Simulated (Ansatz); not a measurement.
I need a table of relaxed lattice constants and trends of a series on the perovskite structure: Be3PbO, Mg3PbO, Ba3PbO. Use Ansatz 0.2.0, Python API. Level of theory (first run): PBEsol, PAW, cutoff 460 eV, 5×5×5 k-points, Fermi-Dirac smearing of 0.05 eV.

Script `series_be3pbo.py`:
```python
# -*- coding: utf-8 -*-
'''A chemical series on the perovskite structure: relaxed cells and their trends.'''

import csv

import ansatz as az
import numpy as np


def perovskite(a_site, b_site, x_site, a):
    return (
        az.Lattice.cubic(a)
        .space_group(221)
        .atom(a_site, (0, 0, 0))
        .atom(b_site, (0.5, 0.5, 0.5))
        .atom(x_site, (0.5, 0.5, 0))
    )


def solve(name, crystal, relax=True):
    calc = (
        crystal.calculation()
        .functional(az.Functional.PBESOL)
        .basis(460)
        .kpoints(spacing=0.33)
        .occupations('fermi_dirac', width=0.05)
        .stress()
        .band_table()
    )
    if relax:
        calc = calc.relax(force_tolerance=0.02, max_steps=40, cell=True)
    return calc.run()

def bulk_modulus(name, outcome, step=0.02):
    # B = -V dP/dV from the pressures of two uniformly scaled cells, atoms held at their fractions
    pressure = []
    for factor in (1 - step, 1.0, 1 + step):
        cell = az.Crystal(lattice=az.Lattice.of(outcome.lattice.cell_ang * factor ** (1 / 3)))
        for site in outcome.report['lattice']['sites']:
            cell = cell.atom(site['symbol'], site['position_frac'])
        pressure.append(np.trace(solve(name, cell, relax=False).report['stress_gpa']) / 3)
    slope, bend = (pressure[0] - pressure[2]) / (2 * step), abs(pressure[0] + pressure[2] - 2 * pressure[1])
    # a jump of mesh or basis between the cells shows as a kink: no modulus then
    return float(slope) if bend < 12 * step**2 * abs(slope) + 0.15 and abs(pressure[1]) < 1.5 else float('nan')


def volume_per_atom(outcome):
    return abs(np.linalg.det(outcome.lattice.cell_ang)) / len(outcome.lattice.sites)


def main():
    # rough a for each member; the cell is relaxed
    phases = {}
    phases['Be3PbO'] = perovskite('Pb', 'O', 'Be', 4.14)
    phases['Mg3PbO'] = perovskite('Pb', 'O', 'Mg', 4.69)
    phases['Ba3PbO'] = perovskite('Pb', 'O', 'Ba', 5.46)

    done = {}
    for name, crystal in phases.items():
        try:
            done[name] = solve(name, crystal)
        except az.NonConvergedError as error:
            print(name, 'did not converge:', str(error)[:120])

    rows = [(name, float(np.linalg.norm(o.lattice.cell_ang[0])), volume_per_atom(o), bulk_modulus(name, o)) for name, o in done.items()]
    with open('series.csv', 'w', newline='') as handle:
        writer = csv.writer(handle)
        writer.writerow(['compound', 'a (A)', 'V (A^3/atom)', 'B (GPa)'])
        writer.writerows([round(v, 4) if isinstance(v, float) else v for v in row] for row in rows)
    print(open('series.csv').read())


if __name__ == '__main__':
    main()
```

Output of `python series_be3pbo.py`:
```text
compound,a (A),V (A^3/atom),B (GPa)
Be3PbO,3.8376,11.3038,114.6036
Mg3PbO,4.3887,16.906,68.1031
Ba3PbO,5.4121,31.7041,39.5721
```

From smallest to largest: Be3PbO (11.30 Å³), Mg3PbO (16.91 Å³) and Ba3PbO (31.70 Å³). The largest is 180 % above the smallest.

What to keep in mind:
- The bulk modulus is taken at fixed shape and positions, an upper value where these are free.
- Pressure is positive in compression.
- Spin-orbit coupling, which matters for elements this heavy, is left out.
- The cells are built on a prototype by substitution; a member may or may not take this structure in nature.
- Run time: 51 s on 1 thread of Arm Neoverse V2, with other jobs on the host, peak memory 0.53 GiB.

(A comment or docstring line of the script was reworded after the run, the code is as it ran; lines on the test bed's own set-up are left out of the output.)
